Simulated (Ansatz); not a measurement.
# Bi7Sb: gaps at several levels of theory

The task, for Bi7Sb: read the levels at named points of the zone under several functionals.

Method: DFT PBE+D3(BJ), scalar-relativistic, plane waves, PAW, in Ansatz 0.2.0.

That is the level of the relaxation; later steps name their own.

**1. The structure to begin with**

Symmetry: R3m, No. 160, trigonal system. The conventional cell has a = 9.015 Å, b = 9.015 Å, c = 11.742 Å, α = 90.00°, β = 90.00°, γ = 120.00°. Sb (site symmetry 3m) is surrounded by 6 Bi at 3.05 to 3.49 Å. Bi (site symmetry m) is surrounded by 6 Bi at 3.05 to 3.49 Å. Bi (site symmetry 3m) is surrounded by 6 Bi at 3.05 to 3.49 Å. Bi (site symmetry m) has 4 Bi at 3.05 to 3.49 Å and 2 Sb at 3.05 to 3.49 Å as nearest neighbours.

As a file:

```xyz
16
Lattice="9.0150 0.0000 0.0000 4.5075 -7.8072 0.0000 4.5075 -2.6024 -7.8282" Properties=species:S:1:pos:R:3 pbc="T T T"
Sb    4.5075   -5.2048   -1.1664
Bi    2.2537   -1.3012   -1.1664
Bi    6.7612   -6.5060   -5.0805
Bi    4.5075   -2.6024   -5.0805
Bi    9.0150   -5.2048   -1.1664
Bi    6.7612   -1.3012   -1.1664
Bi   11.2687   -6.5060   -5.0805
Sb    9.0150   -2.6024   -5.0805
Bi    9.0150   -7.8072   -2.7477
Bi    6.7612   -3.9036   -2.7477
Bi   11.2687   -9.1084   -6.6618
Bi    9.0150   -5.2048   -6.6618
Bi   13.5224   -7.8072   -2.7477
Bi   11.2687   -3.9036   -2.7477
Bi   15.7762   -9.1084   -6.6618
Bi   13.5224   -5.2048   -6.6618
```

(A quick probe on a coarse mesh, which set the mesh and smearing, is not shown.)

**3. The relaxation**

Input file input.yaml:

```yaml
crystal:
  lattice:
    - [9.01495694, 0.0, 0.0]
    - [4.50747847, -7.80718172, 0.0]
    - [4.50747847, -2.60239391, -7.82820296]
  atoms:
    - { symbol: Sb, position: [0.117, 0.617, 0.149] }
    - { symbol: Bi, position: [0.117, 0.117, 0.149] }
    - { symbol: Bi, position: [0.117, 0.617, 0.649] }
    - { symbol: Bi, position: [0.117, 0.117, 0.649] }
    - { symbol: Bi, position: [0.617, 0.617, 0.149] }
    - { symbol: Bi, position: [0.617, 0.117, 0.149] }
    - { symbol: Bi, position: [0.617, 0.617, 0.649] }
    - { symbol: Sb, position: [0.617, 0.117, 0.649] }
    - { symbol: Bi, position: [0.383, 0.883, 0.351] }
    - { symbol: Bi, position: [0.383, 0.383, 0.351] }
    - { symbol: Bi, position: [0.383, 0.883, 0.851] }
    - { symbol: Bi, position: [0.383, 0.383, 0.851] }
    - { symbol: Bi, position: [0.883, 0.883, 0.351] }
    - { symbol: Bi, position: [0.883, 0.383, 0.351] }
    - { symbol: Bi, position: [0.883, 0.883, 0.851] }
    - { symbol: Bi, position: [0.883, 0.383, 0.851] }
basis:
  ecutwfc: 420
kpoints:
  mp_grid: { grid: [6, 6, 6] }
hamiltonian:
  xc: pbe
  dispersion: d3bj
scf:
  occupations: { method: gaussian, width: 0.1 }
output:
  forces: true
  stress: true
  eigenvalues: true
relax:
  adjacent_minimum: "off"
  f_tol: 0.005
  max_steps: 80
  cell: { stress_tol: 0.05 }
```

Run with:

```
$ ansatz run input.yaml --threads 4 --pin off --max-ram 10240MiB --backend cpu --events-out ev --progress --plain --runs-dir out
```

Further runs follow: the run at PBE+D3(BJ); levels with r2SCAN; the run at PBE+D3(BJ), spin-orbit coupling.

Before running it: what results should come out? Wanted: relaxed cell; volume; gap, PBE+D3(BJ); gap, r2SCAN; gap, PBE+D3(BJ), spin-orbit coupling.

As calculated:

| quantity | value |
| --- | --- |
| relaxed cell (conventional) | a = 9.019 Å, b = 9.019 Å, c = 11.610 Å, α = 90.00°, β = 90.00°, γ = 120.00° |
| space group (0.01 Å) | R3m (No. 160) |
| volume | 34.07 Å³/atom |
| gap, PBE+D3(BJ) | 0.00 eV |
| gap, r2SCAN | 0.00 eV |
| gap, PBE+D3(BJ), spin-orbit coupling | 0.06 eV, indirect |

The relaxed volume is 1.0 % smaller than at the start. The gap runs from 0.00 eV (PBE+D3(BJ)) to 0.06 eV (PBE+D3(BJ), spin-orbit coupling). PBE+D3(BJ), spin-orbit coupling took about 9.3 times the CPU time of PBE+D3(BJ), on unlike meshes where the table says so. Only the runs so marked include spin-orbit coupling; the others lack it, which matters for elements this heavy.
